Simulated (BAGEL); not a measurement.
**BH3BrO− (SMILES O[BH2-]Br): HF/3-21G (density fitting with qzvpp-jkfit)**

Aim: the energy change on altering one bond length of BH3BrO− at HF/3-21G (density fitting with qzvpp-jkfit), from 2 runs. 

Program for the calculation: BAGEL 1.2.2.

8 further runs of the same task are left out: 6 that didn't finish, 2 set aside as unsound or not needed. Runs told in other sessions of the task aren't counted.

## Step 1: Starting point

The species is BH3BrO− (6 atoms), meant as a singlet with charge -1. SMILES: `O[BH2-]Br`. The coordinates come from a GFN2-xTB relaxation. This is one conformer, not always the lowest.

Bond lengths: O1–B2 1.470 Å, B2–Br3 2.009 Å, O1–H4 0.954 Å, B2–H5 1.229 Å, B2–H6 1.229 Å. Angles: O1–B2–Br3 106.6°, O1–B2–H5 112.6°, O1–B2–H6 112.6°, Br3–B2–H5 107.2°, Br3–B2–H6 107.2°, B2–O1–H4 108.6°, H5–B2–H6 110.2°.

## Step 2: The energy at HF/3-21G (density fitting with qzvpp-jkfit)

File hf.json:

```json
{ "bagel" : [

{
  "title" : "molecule",
  "basis" : "3-21g",
  "df_basis" : "qzvpp-jkfit",
  "angstrom" : true,
  "geometry" : [
    { "atom" : "O", "xyz" : [      -0.916460,      -0.732450,      -0.149690 ] },
    { "atom" : "B", "xyz" : [       0.226520,       0.173640,       0.035190 ] },
    { "atom" : "Br", "xyz" : [       1.516860,      -0.770630,       1.251950 ] },
    { "atom" : "H", "xyz" : [      -1.558130,      -0.301590,      -0.708590 ] },
    { "atom" : "H", "xyz" : [       0.820470,       0.405600,      -1.015130 ] },
    { "atom" : "H", "xyz" : [      -0.089260,       1.225430,       0.586270 ] }
  ]
},

{
  "title" : "hf",
  "charge" : -1
},

{
  "title" : "print",
  "file" : "orbitals.molden",
  "orbitals" : true
}

]}
```

Command:

```sh
$ BAGEL_NUM_THREADS=1 BAGEL hf.json > hf.out
```

The log of the run:

```text
* using 1 threads per process

  ===============================================================
  ===============================================================

  *** Geometry ***

  { "atom" : "O", "xyz" : [     -1.731858,     -1.384130,     -0.282873 ] },
  { "atom" : "B", "xyz" : [      0.428061,      0.328132,      0.066499 ] },
  { "atom" : "Br", "xyz" : [      2.866450,     -1.456280,      2.365843 ] },
  { "atom" : "H", "xyz" : [     -2.944439,     -0.569923,     -1.339041 ] },
  { "atom" : "H", "xyz" : [      1.550464,      0.766473,     -1.918318 ] },
  { "atom" : "H", "xyz" : [     -0.168677,      2.315727,      1.107890 ] },

  Number of auxiliary basis functions:      472

  Since a DF basis is specified, we compute 2- and 3-index integrals:
    o Being stored without compression. Storage requirement is 0.008 GB

  Number of basis functions:       46
  Number of electrons      :       51

    * METHOD: MOLECULE                             0.14

  *** RHF ***

  === Nuclear Repulsion ===
   146.8018949104

      * DIIS with orbital gradients will be used.

  === RHF iteration (3-21g) ===
      0      -2660.73319961          0.02609218           0.04
      1      -2660.81856912          0.01412876           0.04
      2      -2660.84676025          0.00156729           0.04
      3      -2660.84739518          0.00022240           0.03
      4      -2660.84741719          0.00006035           0.04
      5      -2660.84741881          0.00000938           0.04
      6      -2660.84741885          0.00000188           0.04
      7      -2660.84741885          0.00000047           0.04
      8      -2660.84741885          0.00000017           0.04
      9      -2660.84741885          0.00000006           0.04
     10      -2660.84741885          0.00000002           0.04
     11      -2660.84741885          0.00000001           0.04
    * SCF iteration converged.

    * Permanent dipole moment:
           (   -0.225122,     0.197139,    -0.248693) a.u.

    * METHOD: HF                                   0.55

    * METHOD: PRINT                                0.00

  ===============================================================
```

It took 0.87 s on 1 thread of Arm Neoverse V2, shared host; peak memory 0.083 GiB.

## Step 3: The distorted shape, same level

File hf.json:

```json
{ "bagel" : [

{
  "title" : "molecule",
  "basis" : "3-21g",
  "df_basis" : "qzvpp-jkfit",
  "angstrom" : true,
  "geometry" : [
    { "atom" : "O", "xyz" : [      -0.723926,      -0.861730,       0.018009 ] },
    { "atom" : "B", "xyz" : [       0.419054,       0.044360,       0.202889 ] },
    { "atom" : "Br", "xyz" : [       1.709394,      -0.899910,       1.419649 ] },
    { "atom" : "H", "xyz" : [      -1.558130,      -0.301590,      -0.708590 ] },
    { "atom" : "H", "xyz" : [       1.013004,       0.276320,      -0.847431 ] },
    { "atom" : "H", "xyz" : [       0.103274,       1.096150,       0.753969 ] }
  ]
},

{
  "title" : "hf",
  "charge" : -1
},

{
  "title" : "print",
  "file" : "orbitals.molden",
  "orbitals" : true
}

]}
```

Command:

```sh
$ BAGEL_NUM_THREADS=1 BAGEL hf.json > hf.out
```

The log of the run:

```text
* using 1 threads per process

  ===============================================================
  ===============================================================

  *** Geometry ***

  { "atom" : "O", "xyz" : [     -1.368022,     -1.628434,      0.034032 ] },
  { "atom" : "B", "xyz" : [      0.791897,      0.083828,      0.383405 ] },
  { "atom" : "Br", "xyz" : [      3.230287,     -1.700583,      2.682748 ] },
  { "atom" : "H", "xyz" : [     -2.944439,     -0.569923,     -1.339041 ] },
  { "atom" : "H", "xyz" : [      1.914300,      0.522169,     -1.601413 ] },
  { "atom" : "H", "xyz" : [      0.195160,      2.071423,      1.424795 ] },

  Number of auxiliary basis functions:      472

  Since a DF basis is specified, we compute 2- and 3-index integrals:
    o Being stored without compression. Storage requirement is 0.008 GB

  Number of basis functions:       46
  Number of electrons      :       51

    * METHOD: MOLECULE                             0.14

  *** RHF ***

  === Nuclear Repulsion ===
   145.2841824403

      * DIIS with orbital gradients will be used.

  === RHF iteration (3-21g) ===
      0      -2660.66236690          0.02826157           0.04
      1      -2660.75803670          0.01793946           0.04
      2      -2660.80618743          0.00211391           0.04
      3      -2660.80763508          0.00041648           0.04
      4      -2660.80771936          0.00011153           0.03
      5      -2660.80772676          0.00002127           0.03
      6      -2660.80772697          0.00000701           0.04
      7      -2660.80772700          0.00000271           0.03
      8      -2660.80772700          0.00000080           0.04
      9      -2660.80772700          0.00000019           0.03
     10      -2660.80772700          0.00000006           0.03
     11      -2660.80772700          0.00000003           0.04
     12      -2660.80772700          0.00000001           0.04
    * SCF iteration converged.

    * Permanent dipole moment:
           (   -0.353758,     0.237044,    -0.339262) a.u.

    * METHOD: HF                                   0.58

    * METHOD: PRINT                                0.00

  ===============================================================
```

Wall time 0.88 s (1 thread of Arm Neoverse V2, shared host); peak memory 0.083 GiB.

## Step 4: Summary of results

Level: HF/3-21G (density fitting with qzvpp-jkfit).

| quantity | value |
| --- | --- |
| first shape: total energy | -2660.84742 Eh |
| first shape: HOMO energy | -3.92 eV |
| first shape: LUMO energy | 12.49 eV |
| first shape: HOMO–LUMO gap (to an unbound level, set by the basis) | 16.41 eV |
| distorted shape: total energy | -2660.80773 Eh |
| distorted shape: HOMO energy | -4.01 eV |
| distorted shape: LUMO energy | 10.37 eV |
| distorted shape: HOMO–LUMO gap (to an unbound level, set by the basis) | 14.39 eV |
| energy change with the O1–H4 bond stretched from 0.954 to 1.240 Å | 1.080 eV |

In words: With the O1–H4 bond stretched from 0.954 to 1.240 Å the energy rises by 1.08 eV (25 kcal/mol). The first shape isn't relaxed at this level, so the change isn't measured from a minimum.
